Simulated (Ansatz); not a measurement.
# C8H10: one species, many methods

The task here is to estimate one member of a computed series from the others.

Program: Ansatz 0.2.0, Gaussian basis. Level of theory: functionals in def2-TZVPP, the program's frozen cores in correlated methods. These are calculated values, not measurements.

Plan: LDA (SPW92), PBE-D4, revPBE-D4, BLYP-D4, r2SCAN-D4, B97M-V, PBE0-D4, B3LYP-D4, r2SCANh-D4, r2SCAN0-D4, HSE06-D4, BHLYP-D4, CAM-B3LYP-D4, LC-ωPBE, ωB97X-V, ωB97M-V, B2PLYP, PBE-QIDH; CCSD(T)/def2-SVP; CCSD(T)/def2-TZVPP; MP2/def2-QZVPP; extrapolation to the limit; RPA on PBE.

**The relaxed structure**

An earlier PBE0-D4 in a triple-zeta def2 set relaxation fixed the geometry.

SMILES `C=CC(=C)C(=C)C=C`, 18 atoms, charge 0, spin multiplicity 1.

Atoms are counted from 1 here; the program's logs count them from 0.

Bond lengths: C1–C2 1.331 Å, C1–H9 1.084 Å, C1–H10 1.083 Å, C2–C3 1.460 Å, C2–H11 1.088 Å, C3–C4 1.336 Å, C3–C5 1.488 Å, C4–H12 1.083 Å, C4–H13 1.085 Å, C5–C6 1.336 Å, C5–C7 1.460 Å, C6–H14 1.083 Å, C6–H15 1.085 Å, C7–C8 1.331 Å, C7–H16 1.088 Å, C8–H17 1.084 Å, C8–H18 1.083 Å. Angles: C2–C1–H9 121.6°, C2–C1–H10 121.1°, H9–C1–H10 117.3°, C1–C2–C3 125.5°, C1–C2–H11 119.4°, C3–C2–H11 115.1°, C2–C3–C4 120.5°, C2–C3–C5 119.2°, C4–C3–C5 120.3°, C3–C4–H12 121.4°, C3–C4–H13 120.9°, H12–C4–H13 117.6°, C3–C5–C6 120.3°, C3–C5–C7 119.2°, C6–C5–C7 120.5°, C5–C6–H14 121.4°, C5–C6–H15 120.9°, H14–C6–H15 117.6° and more.

The first run:

Input file in.yaml:

```yaml
crystal:
  periodic: [false, false, false]
  atoms:
    - {symbol: C, position_ang: [0.704447, 1.373363, -1.657324]}
    - {symbol: C, position_ang: [1.374391, 0.762127, -0.683712]}
    - {symbol: C, position_ang: [0.776075, 0.127287, 0.486927]}
    - {symbol: C, position_ang: [1.547656, -0.372425, 1.456226]}
    - {symbol: C, position_ang: [-0.706211, 0.056055, 0.594769]}
    - {symbol: C, position_ang: [-1.360851, 0.862205, 1.435096]}
    - {symbol: C, position_ang: [-1.432706, -0.914786, -0.218313]}
    - {symbol: C, position_ang: [-0.876955, -1.826003, -1.012791]}
    - {symbol: H, position_ang: [-0.378108, 1.429924, -1.652641]}
    - {symbol: H, position_ang: [1.222741, 1.834659, -2.488919]}
    - {symbol: H, position_ang: [2.460818, 0.728858, -0.722565]}
    - {symbol: H, position_ang: [1.119521, -0.846092, 2.330900]}
    - {symbol: H, position_ang: [2.629354, -0.319551, 1.391100]}
    - {symbol: H, position_ang: [-0.836817, 1.587392, 2.045159]}
    - {symbol: H, position_ang: [-2.440828, 0.813991, 1.526729]}
    - {symbol: H, position_ang: [-2.515949, -0.872710, -0.130149]}
    - {symbol: H, position_ang: [0.198734, -1.900954, -1.125022]}
    - {symbol: H, position_ang: [-1.485312, -2.523339, -1.575470]}
basis:
  gaussian: {orbitals: def2-TZVPP}
hamiltonian: {xc: lda}
output: {orbitals: {seedname: orbitals}}
```

On the command line:

```console
$ ansatz run in.yaml --threads 2 --pin off --events-out ev --progress --plain --max-ram 32768MiB --backend cuda --devices 0, --max-vram 18GiB
```

Steps of the session up to this table: LDA; PBE-D4 (GGA); revPBE-D4 (GGA); BLYP-D4 (GGA); r2SCAN-D4 (meta-GGA); B97M-V (meta-GGA); PBE0-D4 (hybrid); B3LYP-D4 (hybrid); r2SCANh-D4 (hybrid); r2SCAN0-D4 (hybrid); HSE06-D4 (hybrid); BHLYP-D4 (hybrid); CAM-B3LYP-D4 (range-separated); LC-ωPBE (range-separated); ωB97X-V (range-separated); ωB97M-V (range-separated); B2PLYP (double hybrid); PBE-QIDH (double hybrid).

One of the session's tables, all rows but one given; the rest of the session is left out.

It belongs to the step «Frontier levels by functional». 

```
  functional  HOMO (eV)  gap (eV)
 LDA (SPW92)      -5.88      3.80
      PBE-D4      -5.68      3.84
   revPBE-D4      -5.61      3.86
     BLYP-D4      -5.50      3.82
   r2SCAN-D4      -5.83      4.15
      B97M-V      -5.81      4.21
     PBE0-D4      -6.64      5.76
    B3LYP-D4          ?         ?
  r2SCANh-D4      -6.20      4.86
  r2SCAN0-D4      -6.75      5.94
    HSE06-D4      -6.25      4.99
    BHLYP-D4      -7.44      7.65
CAM-B3LYP-D4      -7.87      8.09
     LC-ωPBE      -9.21     10.53
     ωB97X-V      -8.82     10.09
     ωB97M-V      -8.75      9.90
```

Q: Estimate the row for B3LYP-D4 from the others.

Worked estimate for «HOMO (eV)». Against the share of exact exchange, BLYP-D4 (0, -5.50), BHLYP-D4 (0.5, -7.44) give a slope of -3.88 per unit share; at 0.2 the line stands at -6.28.

**Answer.** HOMO (eV): -6.43; gap (eV): 5.34. In «HOMO (eV)» the line misses by +0.15.
